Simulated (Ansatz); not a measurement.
**GeH3 (SMILES [GeH3]): UHF/3-21G**

Aim: the energy change on altering one bond length of GeH3 at UHF/3-21G, from 2 runs. 

The calculation is run with Ansatz 0.2.0.

41 further runs of the same task are left out: 41 set aside as unsound or not needed.

## Step 1: The system as given

GeH3: 4 atoms, total charge 0, spin state doublet. SMILES: `[GeH3]`. Geometry: relaxed at PBE0-D4/def2-TZVP.

Bond lengths: Ge1–H2 1.539 Å, Ge1–H3 1.539 Å, Ge1–H4 1.539 Å. Angles: H2–Ge1–H3 111.1°, H2–Ge1–H4 111.1°, H3–Ge1–H4 111.1°.

## Step 2: The energy at UHF/3-21G

File molecule.yaml:

```yaml
crystal:
  periodic: [false, false, false]
  atoms:
    - {symbol: Ge, position_ang: [0.214600, -0.125900, -0.249400]}
    - {symbol: H, position_ang: [1.055000, 0.109600, 1.018300]}
    - {symbol: H, position_ang: [-0.882800, -1.175900, -0.000100]}
    - {symbol: H, position_ang: [-0.386800, 1.192200, -0.768800]}
basis:
  gaussian: {orbitals: 3-21G-spherical.json}
magnetization: {spin_polarized: true, initial_magnetization: 1}
hamiltonian: {xc: hf}
accuracy: high
output: {orbitals: {seedname: orbitals}}
```

The basis set 3-21G is read from a file made from the Basis Set Exchange's data (not shown).

Run with:

```console
$ ansatz run molecule.yaml --threads 1 --pin off --max-ram 3480MiB --events-out events.jsonl --progress --plain --runs-dir runs
```

The program printed:

```text
Warning: RAYON_NUM_THREADS=1 ignored (pool sized by the plan → 1); use --threads N
Functional definition: HF
  name "HF"
  exchange = exact_x
  correlation = 0
405 factors; integrals over basis functions are off by at most 4.1e-9 eV
mean field evaluation 1: about -56246.0204 eV, gradient 5.2e0 eV
mean field evaluation 2: about -56246.0319 eV, gradient 5.2e0 eV
mean field evaluation 4: about -56246.3674 eV, gradient 4.6e-1 eV
mean field evaluation 8: about -56246.3741 eV, gradient 8.8e-3 eV
mean field -56246.37406994 eV, -2067.0161219087 hartree, gradient 2.3e-8 eV, S^2 0.753736; 0 other end points of the search recorded, 0 dependent functions left out
reference -56246.37406994 eV, -2067.0161219087 hartree; 18, 17 occupied and 10, 11 virtual orbitals, 405 factors
Total energy: -56246.37406994 eV, -2067.0161219087 hartree
```

It took 0.18 s on 1 thread of Arm Neoverse V1, shared host.

## Step 3: The distorted shape at the same level

File job.yaml:

```yaml
crystal:
  periodic: [false, false, false]
  atoms:
    - {symbol: Ge, position_ang: [0.304821, -0.323639, -0.171480]}
    - {symbol: H, position_ang: [1.145221, -0.088139, 1.096220]}
    - {symbol: H, position_ang: [-0.792579, -1.373639, 0.077820]}
    - {symbol: H, position_ang: [-0.386800, 1.192200, -0.768800]}
basis:
  gaussian: {orbitals: 3-21G-spherical.json}
magnetization: {spin_polarized: true, initial_magnetization: 1}
hamiltonian: {xc: hf}
accuracy: high
output: {orbitals: {seedname: orbitals}}
```

The basis set 3-21G is read from a file made from the Basis Set Exchange's data (not shown).

Run with:

```console
$ ansatz run job.yaml --threads 1 --pin off --max-ram 3480MiB --events-out events.jsonl --progress --plain --runs-dir runs
```

The program printed:

```text
Warning: RAYON_NUM_THREADS=1 ignored (pool sized by the plan → 1); use --threads N
[... 4 set-up lines as earlier in the session ...]
405 factors; integrals over basis functions are off by at most 4.2e-9 eV
mean field evaluation 1: about -56245.6809 eV, gradient 5.0e0 eV
mean field evaluation 2: about -56245.6909 eV, gradient 5.1e0 eV
mean field evaluation 4: about -56246.0281 eV, gradient 4.6e-1 eV
mean field evaluation 8: about -56246.0363 eV, gradient 9.7e-3 eV
mean field -56246.03635073 eV, -2067.0037109564 hartree, gradient 1.8e-8 eV, S^2 0.753394; 0 other end points of the search recorded, 0 dependent functions left out
reference -56246.03635073 eV, -2067.0037109564 hartree; 18, 17 occupied and 10, 11 virtual orbitals, 405 factors
Total energy: -56246.03635073 eV, -2067.0037109564 hartree
```

It took 0.2 s on 1 thread of Arm Neoverse V1, shared host.

## Step 4: Outcome

At UHF/3-21G:

| quantity | value |
| --- | --- |
| first shape: total energy | -2067.01612 Eh |
| first shape: HOMO energy (highest over α and β) | -8.75 eV |
| first shape: LUMO energy (lowest over α and β) | 0.95 eV |
| first shape: ⟨S²⟩ | 0.754 |
| distorted shape: total energy | -2067.00371 Eh |
| distorted shape: HOMO energy (highest over α and β) | -8.84 eV |
| distorted shape: LUMO energy (lowest over α and β) | 0.79 eV |
| distorted shape: ⟨S²⟩ | 0.753 |
| energy change with the Ge1–H4 bond stretched from 1.539 to 1.770 Å | 0.338 eV |

**Reading.** With the Ge1–H4 bond stretched from 1.539 to 1.770 Å the energy rises by 0.34 eV (7.8 kcal/mol). The first shape isn't relaxed at this level, so the change isn't measured from a minimum.
